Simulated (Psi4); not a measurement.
# UM06-2X/def2-TZVPP (core potential) run of InHCl (SMILES [Cl][InH])

Aim: the vertical ionisation energy of InHCl at UM06-2X/def2-TZVPP (core potential), from 2 runs. 

The results are computed with Psi4 1.11.

2 further runs of the same task are left out: 2 set aside as unsound or not needed.

## (1) The system as given

InHCl: 3 atoms, total charge 0, spin state doublet. SMILES: `[Cl][InH]`. The shape is that of a PBE0-D4/def2-TZVP optimisation.

Bond lengths: Cl1–In2 2.365 Å, In2–H3 1.773 Å. Angles: Cl1–In2–H3 115.3°.

## (2) Energy and forces at UM06-2X/def2-TZVPP (core potential)

calc.inp

```
memory 2200 mb

molecule {
  0 2
  Cl
  In 1 2.364842
  H 2 1.772795 1 115.25343
  units angstrom
  symmetry c1
}

set basis def2-TZVPP
set reference uks
set puream true
set e_convergence 1e-09
set d_convergence 1e-08
set scf_type pk
set dft_radial_points 99
set dft_spherical_points 590
set maxiter 100

result, w = gradient('m06-2x', return_wfn=True)
oeprop(w, 'LOWDIN_CHARGES', 'QUADRUPOLE', 'MULLIKEN_CHARGES', title='M06-2X')
```

Started as:

```console
$ psi4 calc.inp calc.out -n 1
```

calc.out:

```text
[...]
    !!!  WARNING: ECP capability is in beta. Please check occupations closely.  !!!
[...]
  Running in c1 symmetry.
[...]
  Nuclear repulsion =   88.717606027279459
[...]
  Multiplicity = 2
[...]
  Nalpha       = 20
  Nbeta        = 19
[...]
    Number of basis functions: 106
[...]
   @UKS iter   1:  -650.77751012612828   -9.15278e-01   4.88695e-03 ADIIS/DIIS
[...]
   @UKS iter  14:  -650.88066801086802   -7.61702e-12   4.63142e-09 DIIS
[...]
   @S^2 Observed:                7.578444077E-01
[...]
  @UKS Final Energy:  -650.88066801086802
   => Energetics <=
    Nuclear Repulsion Energy =             88.7176060272794587
    One-Electron Energy =               -1148.2867949012149893
    Two-Electron Energy =                 430.3680852082267734
    DFT Exchange-Correlation Energy =     -21.6795643451594131
    Empirical Dispersion Energy =           0.0000000000000000
    VV10 Nonlocal Energy =                  0.0000000000000000
    Total Energy =                       -650.8806680108680212
[...]
  -Total Gradient:
     Atom            X                  Y                   Z
    ------   -----------------  -----------------  -----------------
       1       -0.000330024948    -0.004186082295    -0.000000020204
       2        0.001351300390     0.004220882017     0.000000059671
       3       -0.001056139107     0.000026799972    -0.000000039294
[...]
 Multipole Moments:
 ------------------------------------------------------------------------------------
     Multipole            Electronic (a.u.)      Nuclear  (a.u.)        Total (a.u.)
 ------------------------------------------------------------------------------------
 L = 1.  Multiply by 2.5417464519 to convert [e a0] to [Debye]
 Dipole X            :         -2.3904603            2.2406151           -0.1498452
 Dipole Y            :        -35.6798600           34.5207495           -1.1591105
 Dipole Z            :          0.0000013            0.0000000            0.0000013
 Magnitude           :                                                    1.1687561
 L = 2.  Multiply by 1.3450342976 to convert [e a0^2] to [Debye ang]
 Quadrupole XX       :        -37.7849296            9.0737880          -28.7111416
 Quadrupole XY       :          8.8039152           -8.1383928            0.6655224
[...]
  Mulliken Charges: (a.u.)
   Center  Symbol    Alpha    Beta     Spin     Total
       1    CL     8.75604  8.67012  0.08592 -0.42616
       2    IN    10.55339  9.88837  0.66503  0.55824
       3     H     0.69056  0.44152  0.24905 -0.13208
   Total alpha = 20.00000, Total beta = 19.00000, Total charge = -0.00000
  Lowdin Charges: (a.u.)
   Center  Symbol    Alpha    Beta     Spin     Total
       1    CL     8.54451  8.45843  0.08608 -0.00294
       2    IN    10.80584 10.03889  0.76695  0.15527
       3     H     0.64965  0.50268  0.14697 -0.15233
[...]
```

Wall time 53 s (1 thread of AMD EPYC 7R43 (Zen 3), shared host); peak memory 0.95 GiB.

## (3) The singlet cation, same level

clhin.xyz

```xyz
3
ClHIn
Cl    -1.649800     0.396800    -0.867400
In     0.409500     0.542400     0.286100
H      1.229400    -1.003900     0.568100
```

calc.py

```python
import psi4

psi4.set_memory(2200000000)
psi4.set_num_threads(1)
psi4.set_output_file('output.dat', False)

with open('clhin.xyz') as f:
    atoms = ''.join(f.readlines()[2:])
mol = psi4.geometry('1 1\n' + atoms + 'symmetry c1\nno_reorient\nno_com')

psi4.set_options({
    'basis': 'def2-TZVPP',
    'puream': True,
    'e_convergence': 1e-09,
    'd_convergence': 1e-08,
    'scf_type': 'pk',
    'dft_radial_points': 99,
    'dft_spherical_points': 590,
})

energy_value, wavefunction = psi4.gradient("m06-2x", return_wfn=True)
psi4.oeprop(wavefunction, "MAYER_INDICES", "DIPOLE", "LOWDIN_CHARGES")
print('gradient / Eh bohr^-1')
print(energy_value.np.round(6))
print(f'energy = {wavefunction.energy():.10f} Eh')
```

Started as:

```console
$ python calc.py
```

output.dat:

```text
[...]
    !!!  WARNING: ECP capability is in beta. Please check occupations closely.  !!!
[...]
  Running in c1 symmetry.
[...]
  Nuclear repulsion =   88.717601164286506
[...]
  Multiplicity = 1
[...]
  Nalpha       = 19
  Nbeta        = 19
[...]
    Number of basis functions: 106
[...]
   @RKS iter   1:  -650.48689828877809   -6.27746e-01   4.38763e-03 DIIS/ADIIS
[...]
   @RKS iter  13:  -650.56849392967945   -5.00222e-12   4.85569e-09 DIIS
[...]
    Orbital Energies [Eh]
    ---------------------
    Doubly Occupied:
       1A   -102.839258     2A    -10.000090     3A     -7.720988
       4A     -7.717041     5A     -7.717004     6A     -5.182965
       7A     -3.561894     8A     -3.560029     9A     -3.552038
      10A     -1.183841    11A     -1.180055    12A     -1.179347
      13A     -1.172807    14A     -1.171739    15A     -1.080806
      16A     -0.706230    17A     -0.602585    18A     -0.580321
      19A     -0.578071
[...]
  @RKS Final Energy:  -650.56849392967945
   => Energetics <=
    Nuclear Repulsion Energy =             88.7176011642865063
    One-Electron Energy =               -1138.5436374705600429
    Two-Electron Energy =                 420.7965992313496599
    DFT Exchange-Correlation Energy =     -21.5390568547554260
    Empirical Dispersion Energy =           0.0000000000000000
    VV10 Nonlocal Energy =                  0.0000000000000000
    Total Energy =                       -650.5684939296794482
[...]
  -Total Gradient:
     Atom            X                  Y                   Z
    ------   -----------------  -----------------  -----------------
       1       -0.023017757162    -0.013379172090    -0.014191677629
       2        0.028567924421     0.032494916178     0.019369343959
       3       -0.005570385383    -0.019053612620    -0.005181968340
[...]
 Multipole Moments:
 ------------------------------------------------------------------------------------
     Multipole            Electronic (a.u.)      Nuclear  (a.u.)        Total (a.u.)
 ------------------------------------------------------------------------------------
 L = 1.  Multiply by 2.5417464519 to convert [e a0] to [Debye]
 Dipole X            :         35.7397759          -34.4264636            1.3133122
 Dipole Y            :        -31.0548761           32.3749770            1.3201009
 Dipole Z            :         16.3095297          -15.4383066            0.8712232
 Magnitude           :                                                    2.0558417
[...]
```

The script printed:

```text
gradient / Eh bohr^-1
[[-0.023018 -0.013379 -0.014192]
 [ 0.028568  0.032495  0.019369]
 [-0.00557  -0.019054 -0.005182]]
energy = -650.5684939297 Eh
```

It took 35 s on 1 thread of AMD EPYC 7R43 (Zen 3), shared host; peak memory 0.94 GiB.

## (4) Outcome

At UM06-2X/def2-TZVPP (core potential):

| quantity | value |
| --- | --- |
| doublet InHCl: total energy | -650.88067 Eh |
| doublet InHCl: dipole moment | 2.97 D |
| doublet InHCl: HOMO energy (highest over α and β) | -7.36 eV |
| doublet InHCl: LUMO energy (lowest over α and β) | -3.26 eV |
| doublet InHCl: ⟨S²⟩ | 0.758 |
| doublet InHCl: largest force on an atom | 0.228 eV/Å |
| singlet cation: total energy | -650.56849 Eh |
| singlet cation: HOMO energy | -15.73 eV |
| singlet cation: LUMO energy | -9.88 eV |
| singlet cation: HOMO–LUMO gap | 5.85 eV |
| singlet cation: largest force on an atom | 2.438 eV/Å |
| vertical ionisation energy (to the singlet cation) | 8.495 eV |

What this shows: Removing an electron at fixed nuclei costs 8.49 eV (196 kcal/mol). Only the singlet of the ionised species was computed; a triplet could lie lower. Mulliken charges (doublet InHCl) run from -0.43 on Cl1 to +0.56 on In2.
